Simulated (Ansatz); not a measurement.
# InGa3As4: the cost of one run

Program: Ansatz 0.2.0. Level of theory: DFT PBEsol, scalar-relativistic, plane waves, PAW. These are calculated values, not measurements.

That is the level of the relaxation; later steps name their own.

2 further runs of the same task are left out: 2 set aside as unsound or not needed.

### 1 The system as given

Symmetry: Amm2, No. 38, orthorhombic system. The conventional cell has a = 4.074 Å, b = 8.162 Å, c = 11.559 Å, α = 90.00°, β = 90.00°, γ = 90.00°. In (site symmetry mm2) is surrounded by 4 As at 2.57 to 2.59 Å. Around Ga (site symmetry m) lie 4 As at 2.44 to 2.50 Å. Ga (site symmetry mm2) is surrounded by 4 As at 2.47 to 2.50 Å. Around As (site symmetry m) lie 3 Ga at 2.47 Å and 1 In at 2.59 Å. Around As (site symmetry mm2) lie 4 Ga at 2.50 Å. Around As (site symmetry mm2) lie 2 Ga at 2.44 Å and 2 In at 2.57 Å.

Structure file:

```cif
data_structure
_symmetry_space_group_name_H-M 'Amm2'
_symmetry_Int_Tables_number 38
_cell_length_a 4.0736
_cell_length_b 8.1621
_cell_length_c 11.5589
_cell_angle_alpha 90.000
_cell_angle_beta 90.000
_cell_angle_gamma 90.000
_cell_volume 384.32
loop_
_atom_site_label
_atom_site_type_symbol
_atom_site_symmetry_multiplicity
_atom_site_Wyckoff_symbol
_atom_site_fract_x
_atom_site_fract_y
_atom_site_fract_z
_atom_site_occupancy
In1 In 2 a 0.00000 0.50000 0.50062 1
Ga1 Ga 4 e 0.50000 0.25030 0.74993 1
Ga2 Ga 2 a 0.00000 0.50000 0.00023 1
As1 As 4 d 0.00000 0.25952 0.12978 1
As2 As 2 b 0.50000 0.50000 0.87508 1
As3 As 2 b 0.50000 0.50000 0.36464 1
```

This cell was relaxed beforehand with the same method: volume 24.02 Å³/atom, gap on the mesh 0.06 eV.

### 2 Band edges over the whole zone

Contents of input.yaml:

```yaml
crystal:
  lattice:
    - [-5.7609723541, 5.7609723541, 0.0]
    - [-5.7662154798, -0.0052431257, 5.7794283509]
    - [0.0052431257, 5.7662154798, 5.7794283509]
  atoms:
    - { symbol: In, position: [-0.0006218841, 0.0006218841, 0.0006218841] }
    - { symbol: In, position: [0.4993781159, 0.0006218841, 0.0006218841] }
    - { symbol: Ga, position: [6.64285e-05, 0.4996333708, 0.0002337723] }
    - { symbol: Ga, position: [6.64285e-05, 0.0002337723, 0.4996333708] }
    - { symbol: Ga, position: [0.5000664285, 0.4996333708, 0.0002337723] }
    - { symbol: Ga, position: [0.5000664285, 0.0002337723, 0.4996333708] }
    - { symbol: Ga, position: [-0.0002340291, 0.5002340291, 0.5002340291] }
    - { symbol: Ga, position: [0.4997659709, 0.5002340291, 0.5002340291] }
    - { symbol: As, position: [0.8702204114, 0.8702591292, 0.389300048] }
    - { symbol: As, position: [0.3702204114, 0.8702591292, 0.389300048] }
    - { symbol: As, position: [0.8749217923, 0.3750782077, 0.3750782077] }
    - { symbol: As, position: [0.8853604412, 0.8646395588, 0.8646395588] }
    - { symbol: As, position: [0.3749217923, 0.3750782077, 0.3750782077] }
    - { symbol: As, position: [0.3853604412, 0.8646395588, 0.8646395588] }
    - { symbol: As, position: [0.8702204114, 0.389300048, 0.8702591292] }
    - { symbol: As, position: [0.3702204114, 0.389300048, 0.8702591292] }
basis:
  ecutwfc: 420
kpoints:
  mp_grid: { grid: [6, 6, 6] }
  band_path: { path: [VBM, CBM], npoints: 2 }
hamiltonian:
  xc: pbesol
scf:
  occupations: { method: gaussian, width: 0.01 }
output:
  forces: true
  stress: true
  eigenvalues: true
```

Launch:

```
> ansatz run input.yaml --threads 4 --pin off --max-ram 10240MiB --backend cpu --events-out ev --progress --plain --runs-dir out
```

Q: Estimate wall time and peak memory on 4 threads of Intel Xeon Platinum 8488C (Sapphire Rapids), shared host.

About 3.7 min, with a peak of 2.4 GiB.
